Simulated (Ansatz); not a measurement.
BCl₂GeH₃, SMILES Cl[B](Cl)[GeH3], an atomisation energy

Program: Ansatz 0.2.0 through its Python package.

Input file `bcl2geh3.xyz`:
```text
7

Cl    1.88850   -1.38960    1.22040
B     0.17730   -0.98340    0.49330
Cl   -1.19900   -2.23110    0.59090
Ge   -0.08700    0.80110   -0.41360
H    -0.56750    0.53630   -1.90230
H    -1.30570    1.54670    0.32650
H     1.15470    1.65210   -0.36090
```

Notebook, run cell by cell (the value of a cell's last expression is shown):

In [1]:
```python
from collections import Counter

import ansatz as az


def energy(molecule, charge=0, unpaired=0):
    calc = molecule.calculation().basis(gaussian="6-31G*").correlation("MP2")
    if charge:
        calc = calc.charge(charge)
    if unpaired:
        calc = calc.spin("collinear", total=unpaired)
    report = calc.run(threads=1, pin="off").report
    if report["published_state_doubts"]:
        print("  doubts:", report["published_state_doubts"])
    return report["free_energy_ev"]

molecule = az.Crystal.molecule_from_extxyz("bcl2geh3.xyz")
```

In [2]:
```python
# unpaired electrons of the ground-state atoms
unpaired = {"Cl": 1, "B": 1, "Ge": 2, "H": 1}
counts = Counter(site.symbol for site in molecule.cartesian_sites)
atom_energy = {s: energy(az.Crystal.molecule().atom(s, (0, 0, 0)), 0, unpaired[s]) for s in counts}
whole = energy(molecule, 0, 0)
for s, e in atom_energy.items():
    print(f"{s:2s} x{counts[s]}  {e:14.5f} eV")
print(f"BCl2GeH3: {whole:.5f} eV")
split = sum(counts[s] * e for s, e in atom_energy.items()) - whole
print(f"atomisation energy (no zero-point term): {split:.3f} eV, {split / sum(counts.values()):.3f} eV an atom")
```
```text
Cl x2    -12505.05874 eV
B  x1      -668.27674 eV
Ge x1    -56470.45030 eV
H  x3       -13.55761 eV
BCl2GeH3: -82208.54811 eV
atomisation energy (no zero-point term): 19.031 eV, 2.719 eV an atom
```

19.031 eV from the electronic energies, without the zero-point term.

Caveats:
- Total energies depend on the basis set; only differences at equal settings carry meaning.
- The geometry is a force-field or estimated start, not a minimum of this method, and the basis set is short of its limit. All parts are taken at fixed geometry, without zero-point energy.
- In double-zeta sets correlated atomisation energies come out some 10 to 15 % low.
- Run time: 2.6 s on 1 thread of Intel(R) Xeon(R) Processor @ 2.30GHz, with other jobs on the host, peak memory 0.27 GiB.
